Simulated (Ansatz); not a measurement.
# AlGaH₄O: up Jacob's ladder to CCSD(T)

The task here is to estimate one member of a computed series from the others.

Computed with Ansatz 0.2.0, Gaussian basis. Level: functionals in def2-TZVPP, the program's frozen cores in correlated methods.

The runs, in order: LDA (SPW92), PBE-D4, revPBE-D4, BLYP-D4, r2SCAN-D4, B97M-V, PBE0-D4, B3LYP-D4, r2SCANh-D4, r2SCAN0-D4, HSE06-D4, BHLYP-D4, CAM-B3LYP-D4, LC-ωPBE, ωB97X-V, ωB97M-V, B2PLYP, PBE-QIDH; CCSD(T)/def2-SVP; CCSD(T)/def2-TZVPP; MP2/def2-QZVPP; extrapolation to the limit; RPA on PBE.

**The geometry**

All runs share one geometry, relaxed beforehand with PBE0-D4 in a triple-zeta def2 set.

SMILES `[AlH2][O][GaH2]`, 7 atoms, charge 0, spin multiplicity 1.

Atoms are counted from 1 here; the program's logs count them from 0.

Bond lengths: Al1–O2 1.675 Å, Al1–H4 1.584 Å, Al1–H5 1.584 Å, O2–Ga3 1.768 Å, Ga3–H6 1.561 Å, Ga3–H7 1.561 Å. Angles: O2–Al1–H4 118.7°, O2–Al1–H5 118.7°, H4–Al1–H5 122.6°, Al1–O2–Ga3 179.9°, O2–Ga3–H6 115.8°, O2–Ga3–H7 115.9°, H6–Ga3–H7 128.3°.

The first run:

Contents of in.yaml:

```yaml
crystal:
  periodic: [false, false, false]
  atoms:
    - {symbol: Al, position_ang: [-1.411631, 0.052530, -0.931241]}
    - {symbol: O, position_ang: [-0.013233, 0.000721, -0.011125]}
    - {symbol: Ga, position_ang: [1.461117, -0.054566, 0.963222]}
    - {symbol: H, position_ang: [-2.448950, -1.138117, -0.807009]}
    - {symbol: H, position_ang: [-1.644686, 1.290999, -1.890802]}
    - {symbol: H, position_ang: [1.372313, 0.615894, 2.370481]}
    - {symbol: H, position_ang: [2.685069, -0.767461, 0.306474]}
basis:
  gaussian: {orbitals: def2-TZVPP}
hamiltonian: {xc: lda}
output: {orbitals: {seedname: orbitals}}
```

On the command line:

```sh
> ansatz run in.yaml --threads 2 --pin off --events-out ev --progress --plain --max-ram 4352MiB
```

Steps of the session up to this table: LDA; PBE-D4 (GGA); revPBE-D4 (GGA); BLYP-D4 (GGA); r2SCAN-D4 (meta-GGA); B97M-V (meta-GGA); PBE0-D4 (hybrid); B3LYP-D4 (hybrid); r2SCANh-D4 (hybrid); r2SCAN0-D4 (hybrid); HSE06-D4 (hybrid); BHLYP-D4 (hybrid); CAM-B3LYP-D4 (range-separated); LC-ωPBE (range-separated); ωB97X-V (range-separated); ωB97M-V (range-separated); B2PLYP (double hybrid); PBE-QIDH (double hybrid).

One of the session's tables, all rows but one given; the rest of the session is left out.

It belongs to the step «Frontier levels by functional». 

| functional | HOMO (eV) | gap (eV) |
| --- | --- | --- |
| LDA (SPW92) | -6.77 | 4.44 |
| PBE-D4 | -6.71 | 4.65 |
| revPBE-D4 | -6.67 | 4.73 |
| BLYP-D4 | -6.63 | 4.61 |
| r2SCAN-D4 | -7.01 | 5.26 |
| B97M-V | -7.12 | 5.09 |
| PBE0-D4 | -7.98 | 6.73 |
| B3LYP-D4 | -7.80 | 6.26 |
| r2SCANh-D4 | -7.48 | 6.01 |
| r2SCAN0-D4 | -8.18 | 7.13 |
| HSE06-D4 | -7.57 | 5.96 |
| BHLYP-D4 | -9.21 | 8.70 |
| CAM-B3LYP-D4 | -9.39 | 9.01 |
| LC-ωPBE | -10.74 | 11.59 |
| ωB97X-V | -10.40 | 11.09 |
| ωB97M-V | ? | ? |

**Question.** Estimate the row for ωB97M-V.

The run gave: HOMO (eV): -10.20; gap (eV): 10.64. In the column «HOMO (eV)» it lies between ωB97X-V (-10.40) and CAM-B3LYP-D4 (-9.39).
